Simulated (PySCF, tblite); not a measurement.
# C5H4AlF3O2: geometry, infrared bands and NMR shifts

Wanted: the infrared bands and NMR shifts of C5H4AlF3O2 (`FC(F)=C(F)C1=C[O][AlH2-][O+]=C1`), by calculation.

Computed with tblite 0.8.0 and PySCF 2.14.0, with density-fitted response routines of our own, on a single molecule in the gas phase. Atoms count from 0, in the outputs and in this text.

**1. The molecule as given**

15 atoms, charge 0, multiplicity 1; geometry from: force field or distance geometry start.

Bonds of the start (Å): F0–C1 1.37, C1–F2 1.32, C1–C3 1.30, C3–F4 1.40, C3–C5 1.47, C5–C6 1.33, C6–O7 1.38, O7–Al8 1.84, Al8–O9 1.86, O9–C10 1.25, C10–C5 1.43, C6–H11 1.12, Al8–H12 1.59, Al8–H13 1.62, C10–H14 1.12.

**2. Optimising the geometry with GFN2-xTB**

Job settings and geometry (Å):

```
{"job": {"kind": "relax", "xc": "GFN2-xTB", "basis": "xTB"}, "charge": 0, "multiplicity": 1}
F     -3.784900     0.430000     1.052800
C     -2.512100     0.770100     0.663800
F     -2.254500     2.062900     0.570400
C     -1.714900    -0.240000     0.464500
F     -2.320100    -1.484800     0.689300
C     -0.299400    -0.187600     0.059400
C      0.277800    -1.378200    -0.073200
O      1.588200    -1.620300    -0.434700
Al     2.659300    -0.164100    -0.787800
O      1.531200     1.280800    -0.502200
C      0.344300     1.073300    -0.159900
H     -0.312000    -2.312900     0.126900
H      3.934800    -0.126400     0.163600
H      3.081900    -0.125100    -2.353000
H     -0.223800     2.030400    -0.018900
```

Started as:

```sh
> OMP_NUM_THREADS=1 python probes_run.py task.json out
```

One launch serves the whole session: the jobs run in the order shown.

**Question.** This job is followed by: GFN2-xTB harmonic vibrations, gas phase; GIAO PBE0/pcSseg-1 NMR shielding, non-relativistic, gas phase. Predict these results of the whole session: strongest single infrared mode (GFN2-xTB); zero-point energy (GFN2-xTB); ¹³C shifts against TMS (PBE0/pcSseg-1); ¹H shifts against TMS (PBE0/pcSseg-1, means over atoms taken as alike); ¹⁹F shifts against CFCl3 (PBE0/pcSseg-1); ¹⁷O shifts against H2O (PBE0/pcSseg-1); ²⁷Al shifts against AlH4- (PBE0/pcSseg-1).

**Answer**, as computed:

```
                                                              quantity                                  value
                             strongest single infrared mode (GFN2-xTB)                  1617 cm⁻¹, 806 km/mol
                                          zero-point energy (GFN2-xTB)                          47.8 kcal/mol
                                ¹³C shifts against TMS (PBE0/pcSseg-1)  190.0, 188.8, 166.9, 135.4, 112.5 ppm
¹H shifts against TMS (PBE0/pcSseg-1, means over atoms taken as alike)                   9.03, 8.93, 4.42 ppm
                              ¹⁹F shifts against CFCl3 (PBE0/pcSseg-1)             -103.9, -125.3, -212.8 ppm
                                ¹⁷O shifts against H2O (PBE0/pcSseg-1)                       324.0, 318.7 ppm
                             ²⁷Al shifts against AlH4- (PBE0/pcSseg-1)                               54.3 ppm
```

**Reading.** The optimisation took 35 steps and gained 1.098 eV; among the close pairs (by a distance rule), C6–O7 changed most, from 1.381 to 1.256 Å. All 39 modes are real, so the xTB geometry is a minimum. The strongest single mode, at 1617 cm⁻¹, is carried by C6, C10, O7, O9. Unscaled tight-binding wavenumbers are off by several per cent, some by more. Its intensities can rank the bands wrongly. C10 (aldehyde carbonyl carbon) lies farthest downfield among carbon, at 190.0 ppm; low-lying n→π* states of the double bond to the heteroatom give a large paramagnetic term (-248 ppm). H14 (hydrogen on an aldehyde carbonyl carbon) lies farthest downfield among hydrogen, at 9.03 ppm; the formyl region, downfield of aromatic protons.
